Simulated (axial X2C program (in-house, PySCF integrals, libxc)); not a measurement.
# DyCN⁺: the levels of the configuration f9 s1

Aim: the spin–orbit levels of DyCN⁺ that arise from the configuration f9 s1 of Dy, and how they move with the bond.

Computed with an in-house X2C program for linear molecules on PySCF integrals. Level: two-component X2C, average-of-configuration Hartree–Fock and CI in the open shells.

All values are calculated.

## 1. The job

task.json

```json
{"zs": [66, 6, 7], "q": 1, "bas": ["dyall-v3z", "dyall-v3z", "dyall-v3z"], "r0": 2.27, "metal": 0, "shells": [[3, [0, 1, 2, 3], 9], [0, [0], 1]], "fix": 0, "emax": 2.2, "nroots": 4, "r2": 1.16}
```

Keys: zs atomic numbers; q charge; bas basis sets; r0 starting distance in Å; metal index of the metal atom; shells open shells as [l, |m| values, electrons]; fix electron count of the first shell held; emax energy window in eV; nroots roots for each Ω; r2 second bond in Å, held.

On the command line:

```console
python soci.py task.json out
```

Two-component X2C with atomic mean-field Coulomb and Gaunt terms, basis Dy dyall-v3z, C dyall-v3z, N dyall-v3z (cores contracted in-house). Orbitals come from Hartree–Fock averaged over the configuration Dy f9 s1; CI then distributes these electrons over the f, s shells of Dy.

## 2. CI at Dy–C–N held linear, bonds 2.280 and 1.160 Å (the second held)

Output:

```text
average of configuration f9 s1
basis functions 261  fitting functions 1397
iter      average energy  largest gradient
   1     -12240.620895439   3.70e+00
   2     -12240.870151585   3.87e-02
   3     -12240.870825453   1.19e-02
   4     -12240.870863458   3.78e-03
   5     -12240.870886270   7.61e-04
   6     -12240.870886668   1.89e-04
   7     -12240.870886943   4.15e-05
   8     -12240.870886954   1.43e-05
converged
CI levels
2*Omega        energy/Eh    cm-1   g(par)  dipole/D  leading shell counts
   16    -12241.18658343        0  21.919   -6.161  {'9 1': 1.0}
   14    -12241.18455772      445  18.840   -6.159  {'9 1': 1.0}
   12    -12241.18269899      853  15.886   -6.152  {'9 1': 1.0}
   10    -12241.18116320     1190  13.117   -6.145  {'9 1': 1.0}
    8    -12241.18008812     1426  10.520   -6.140  {'9 1': 1.0}
    6    -12241.17948802     1557   7.983   -6.140  {'9 1': 1.0}
    4    -12241.17923206     1613   5.392   -6.143  {'9 1': 1.0}
    2    -12241.17915335     1631   2.720   -6.146  {'9 1': 1.0}
    0    -12241.17913949     1634   0.000   -6.147  {'9 1': 1.0}
   14    -12241.17504599     2532  18.741   -6.157  {'9 1': 1.0}
   12    -12241.17364394     2840  15.780   -6.149  {'9 1': 1.0}
   10    -12241.17254446     3081  12.972   -6.146  {'9 1': 1.0}
    8    -12241.17165484     3276  10.252   -6.145  {'9 1': 1.0}
    6    -12241.17091062     3440   7.622   -6.144  {'9 1': 1.0}
    4    -12241.17035603     3562   5.073   -6.142  {'9 1': 1.0}
    2    -12241.17003398     3632   2.544   -6.142  {'9 1': 1.0}
    0    -12241.16993180     3655   0.000   -6.143  {'9 1': 1.0}
   14    -12241.16462490     4819  18.208   -6.156  {'9 1': 1.0}
   12    -12241.16444758     4858  15.155   -6.155  {'9 1': 1.0}
   10    -12241.16345843     5075  12.065   -6.147  {'9 1': 1.0}
    8    -12241.16242034     5303   9.200   -6.144  {'9 1': 1.0}
   12    -12241.16218050     5356  16.154   -6.146  {'9 1': 1.0}
   10    -12241.16151894     5501  13.230   -6.146  {'9 1': 1.0}
    6    -12241.16145729     5515   6.640   -6.143  {'9 1': 1.0}
    8    -12241.16090100     5637  10.528   -6.146  {'9 1': 1.0}
    4    -12241.16071866     5677   4.494   -6.142  {'9 1': 1.0}
    2    -12241.16033028     5762   2.348   -6.142  {'9 1': 1.0}
    6    -12241.16025902     5778   7.870   -6.146  {'9 1': 1.0}
    0    -12241.16021763     5787   0.000   -6.143  {'9 1': 1.0}
    4    -12241.15957706     5927   5.059   -6.145  {'9 1': 1.0}
    2    -12241.15896281     6062   2.411   -6.140  {'9 1': 1.0}
    0    -12241.15871481     6116   0.000   -6.138  {'9 1': 1.0}
    0    -12241.15061280     7895   0.000   -6.137  {'9 1': 1.0}
    0    -12241.14672447     8748   0.000   -6.139  {'9 1': 1.0}
    0    -12241.14432129     9275   0.000   -6.137  {'9 1': 1.0}
    0    -12241.13920616    10398   0.000   -6.135  {'9 1': 1.0}
```

Dipoles in the output refer to the first atom as origin, so for this ion they depend on that choice.

Run time: 3.3 s. Hardware: 1 thread of Arm Neoverse V1, shared host; peak memory 0.49 GiB.

Active spinors (ω > 0; filled shells left out):

```
shell    ω  ε (eV)                    character
    f  5/2  -18.47                    100% Dy f
    f  3/2  -18.37                    100% Dy f
    f  1/2  -18.28                    100% Dy f
    f  7/2  -17.61                    100% Dy f
    f  5/2  -17.53                    100% Dy f
    f  3/2  -17.46                    100% Dy f
    f  1/2  -17.39                    100% Dy f
    s  1/2   -9.02  64% Dy s, 24% Dy d, 6% Dy p
```

The levels:

```
Ω  energy (cm⁻¹)     g∥  configuration
8              0  21.92     100% f9 s1
7            445  18.84     100% f9 s1
6            853  15.89     100% f9 s1
5           1190  13.12     100% f9 s1
4           1426  10.52     100% f9 s1
3           1557   7.98     100% f9 s1
2           1613   5.39     100% f9 s1
1           1631   2.72     100% f9 s1
0           1634   0.00     100% f9 s1
7           2532  18.74     100% f9 s1
6           2840  15.78     100% f9 s1
5           3081  12.97     100% f9 s1
4           3276  10.25     100% f9 s1
3           3440   7.62     100% f9 s1
2           3562   5.07     100% f9 s1
1           3632   2.54     100% f9 s1
0           3655   0.00     100% f9 s1
7           4819  18.21     100% f9 s1
6           4858  15.15     100% f9 s1
5           5075  12.07     100% f9 s1
```

g∥ is the magnitude of 2⟨Lz + ge Sz⟩ for the +Ω component.

## 3. The same at Dy–C–N held linear, bonds 2.565 and 1.160 Å (the second held)

| Ω | energy (cm⁻¹) | g∥ | configuration |
| --- | --- | --- | --- |
| 8 | 0 | 21.92 | 100% f9 s1 |
| 7 | 428 | 18.86 | 100% f9 s1 |
| 6 | 807 | 15.94 | 100% f9 s1 |
| 5 | 1113 | 13.18 | 100% f9 s1 |
| 4 | 1331 | 10.55 | 100% f9 s1 |
| 3 | 1465 | 7.96 | 100% f9 s1 |
| 2 | 1535 | 5.35 | 100% f9 s1 |
| 1 | 1566 | 2.69 | 100% f9 s1 |
| 0 | 1574 | 0.00 | 100% f9 s1 |
| 7 | 2522 | 18.74 | 100% f9 s1 |

## 4. Curves along the Dy–C bond, the other held

The same input was run at the other distances (logs left out). Energies in cm⁻¹ from the lowest point; levels are followed by energy order within each Ω.

```
R (Å)  (1)Ω=8  (1)Ω=7  (1)Ω=6  (1)Ω=5  (1)Ω=4  (1)Ω=3  (1)Ω=2
2.120    1775    2215    2631    2979    3216    3334    3368
2.200     412     856    1270    1614    1851    1978    2025
2.280       0     445     853    1190    1426    1557    1613
2.371     407     849    1248    1576    1807    1942    2005
2.462    1499    1935    2325    2643    2869    3004    3071
2.565    3316    3745    4123    4429    4647    4781    4851
2.690    6061    6480    6844    7137    7346    7477    7548
```

Constants where the minimum is well bracketed:

```csv
level of the curve,Te (cm⁻¹),Re (Å),ωe (cm⁻¹)
(1)Ω=8,0,2.282,411.4
(1)Ω=7,445,2.282,410.5
(1)Ω=6,852,2.282,409.4
(1)Ω=5,1189,2.283,408.4
(1)Ω=4,1425,2.284,407.7
(1)Ω=3,1557,2.283,407.2
(1)Ω=2,1613,2.282,407.0
```

## 5. Outcome

| quantity | value |
| --- | --- |
| lowest level of the model | Ω = 8, g∥ = 21.92, 100% f9 s1 |
| next level | Ω = 7, 445 cm⁻¹ higher |
| lowest curve, Re and ωe | 2.282 Å, 411.4 cm⁻¹ |

What this shows: In the lowest level ⟨Sz⟩ = 2.95 and ⟨Lz⟩ = 5.05; its leading determinant has weight 0.29 among 106. From 2.280 to 2.565 Å the gap from the lowest to the fifth level goes from 1426 to 1331 cm⁻¹. Without dynamic correlation distances can be off by several hundredths of an Å, and the wavenumbers are rough. Dynamic correlation is missing, so gaps between terms are too wide and other configurations may lie lower; the lowest level listed is that of this model, not necessarily the ground state. At most 4 roots were kept for each Ω > 0 (twice that for Ω = 0) within 2.2 eV of the lowest, so higher up levels can be missing between those listed; levels with Ω > 0 are doubly degenerate and listed once, Ω = 0 levels singly. The molecule was held linear; bending was not examined.
